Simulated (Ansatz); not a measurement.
Geometry optimisation, Ansatz, DFT PBE, scalar-relativistic, plane waves, PAW.

Input file:

```yaml
accuracy: low
crystal:
  lattice:
    - [-4.746, -4.746, 0.0]
    - [4.746, -4.746, 0.0]
    - [0.0, 0.0, 6.445]
  atoms:
    - { symbol: Si, position: [0.1763, 0.5, 0.0] }
    - { symbol: Si, position: [0.0, 0.1763, 0.25] }
    - { symbol: Si, position: [0.8237, 0.5, 0.5] }
    - { symbol: Si, position: [0.0, 0.8237, 0.75] }
    - { symbol: O, position: [0.3058, 0.5396, 0.1992] }
    - { symbol: O, position: [0.9604, 0.3058, 0.4492] }
    - { symbol: O, position: [0.6942, 0.4604, 0.6992] }
    - { symbol: O, position: [0.0396, 0.6942, 0.9492] }
    - { symbol: O, position: [0.9604, 0.6942, 0.5508] }
    - { symbol: O, position: [0.6942, 0.5396, 0.3008] }
    - { symbol: O, position: [0.0396, 0.3058, 0.0508] }
    - { symbol: O, position: [0.3058, 0.4604, 0.8008] }
    - { symbol: Si, position: [0.6763, 0.0, 0.0] }
    - { symbol: Si, position: [0.5, 0.6763, 0.25] }
    - { symbol: Si, position: [0.3237, 0.0, 0.5] }
    - { symbol: Si, position: [0.5, 0.3237, 0.75] }
    - { symbol: O, position: [0.8058, 0.0396, 0.1992] }
    - { symbol: O, position: [0.4604, 0.8058, 0.4492] }
    - { symbol: O, position: [0.1942, 0.9604, 0.6992] }
    - { symbol: O, position: [0.5396, 0.1942, 0.9492] }
    - { symbol: O, position: [0.4604, 0.1942, 0.5508] }
    - { symbol: O, position: [0.1942, 0.0396, 0.3008] }
    - { symbol: O, position: [0.5396, 0.8058, 0.0508] }
    - { symbol: O, position: [0.8058, 0.9604, 0.8008] }
    - { symbol: Cu, position: [0.4144521, 0.499652, 0.4887143] }
total_charge: 1
basis:
  ecutwfc: 420.0
kpoints:
  mp_grid: { grid: [1, 1, 2] }
hamiltonian:
  xc: pbe
  pseudopotentials: { kind: paw, azcp: { folder: soft_1 } }
scf:
  occupations: { method: fermi_dirac, width: 0.02 }
  lower_state_search: "off"
relax:
  f_tol: 0.08
  max_steps: 25
  adjacent_minimum: "off"
output:
  write_density: true
  write_potential: true
  elf: true
  volumetric_format: npy
```

Launched with:

```bash
$ ansatz run input.yaml --threads 1 --pin off --max-ram 3072MiB --backend cpu --events-out ev --progress --plain --runs-dir out
```

Question: Where does it end, and by what steps?

Answer: The run converged. Limits of this set-up: coarse k mesh, a small cell, in which the defect meets its images, low accuracy level, charged cell in a uniform background, uncorrected. After 7 steps the energy has fallen by 3.311 eV; Cu25 moved furthest, 1.14 Å. Parted: O10–Cu25 (2.25 → 3.33 Å). Joined: O6–Cu25 (3.32 → 2.29 Å), O9–Cu25 (3.34 → 2.29 Å).

```tsv
step	energy less start (eV)	largest force component (eV/Å)	accepted
0	0.0000	4.312	yes
1	-1.1145	2.267	yes
2	-2.2158	1.343	yes
3	-2.5886	1.168	yes
4	-2.9158	0.949	yes
5	-3.1615	0.620	yes
6	-3.2971	0.182	yes
7	-3.3106	0.055	yes
```

```xyz
25
Lattice="-4.7460 -4.7460 0.0000 4.7460 -4.7460 0.0000 0.0000 0.0000 6.4450" Properties=species:S:1:pos:R:3
Si 1.572 -3.174 -0.003
Si 0.774 -0.813 1.625
Si -1.532 -6.277 3.220
Si 3.933 -3.971 4.813
O 1.088 -4.049 1.311
O -3.134 -6.043 2.958
O -1.070 -5.551 4.590
O 3.121 -3.454 6.125
O -1.295 -7.879 3.481
O -0.806 -5.812 1.851
O 1.292 -1.626 0.314
O 0.697 -3.660 5.128
Si -3.241 -3.241 -0.003
Si 0.772 -5.662 1.542
Si -1.615 -1.614 3.219
Si -0.916 -3.973 4.897
O -3.767 -3.984 1.344
O 1.558 -6.140 2.882
O 3.586 -5.526 4.533
O -1.650 -3.508 6.251
O -1.392 -3.188 3.557
O -0.781 -1.159 1.905
O 1.235 -6.396 0.188
O 0.763 -8.515 5.095
Cu 1.209 -3.537 3.220
```

Whether the end is a true minimum wasn't checked by a vibrational analysis.

The run took 43 s on 1 thread of Arm Neoverse V1, on a shared host, peak memory 0.5 GiB.
